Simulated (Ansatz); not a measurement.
# KMgF3: the cost of one run

Computed with Ansatz 0.2.0 (DFT PBE, scalar-relativistic, plane waves, PAW, unless a step's input says otherwise).

1 further run of the same task is left out (set aside as unsound or not needed).

### 1 Starting point

Symmetry: Pm-3m, No. 221, cubic system. The conventional cell has a = 3.978 Å, b = 3.978 Å, c = 3.978 Å, α = 90.00°, β = 90.00°, γ = 90.00°. K (site symmetry m-3m) has 12 F at 2.81 Å as nearest neighbours. Mg (site symmetry m-3m) has 6 F at 1.99 Å as nearest neighbours. Around F (site symmetry 4/mmm) lie 2 Mg at 1.99 Å and 4 K at 2.81 Å.

Coordinates:

```
CELL_PARAMETERS angstrom
3.97847 0.00000 0.00000
0.00000 3.97847 0.00000
0.00000 0.00000 3.97847
ATOMIC_POSITIONS crystal
K 0.50000 0.50000 0.50000
Mg 0.00000 0.00000 0.00000
F 0.00000 0.50000 0.00000
F 0.00000 0.00000 0.50000
F 0.50000 0.00000 0.00000
```

This is candidate A: structure listed in a database for this formula (Pm-3m, No. 221).

(A quick probe on a coarse mesh, which set the mesh and smearing, is not shown.)

### 3 Rough relaxation on the coarse mesh (candidate A)

input.yaml reads:

```yaml
crystal:
  lattice:
    - [3.97846823, 0.0, 0.0]
    - [0.0, 3.97846823, 0.0]
    - [0.0, 0.0, 3.97846823]
  atoms:
    - { symbol: K, position: [0.5, 0.5, 0.5] }
    - { symbol: Mg, position: [0.0, 0.0, 0.0] }
    - { symbol: F, position: [0.0, 0.5, 0.0] }
    - { symbol: F, position: [0.0, 0.0, 0.5] }
    - { symbol: F, position: [0.5, 0.0, 0.0] }
basis:
  ecutwfc: 420
kpoints:
  mp_grid: { grid: [4, 4, 4] }
hamiltonian:
  xc: pbe
scf:
  occupations: { method: gaussian, width: 0.1 }
  lower_state_search: "off"
output:
  forces: true
  stress: true
  eigenvalues: true
relax:
  adjacent_minimum: "off"
  f_tol: 0.04
  max_steps: 70
  cell: { stress_tol: 0.4 }
```

The run is started by

```bash
> ansatz run input.yaml --threads 1 --pin off --max-ram 2560MiB --backend cpu --events-out ev --progress --plain --runs-dir out
```

Q: Estimate wall time and peak memory on 1 thread of Arm Neoverse V1, shared host.

About 8.2 s, with a peak of 0.3 GiB.
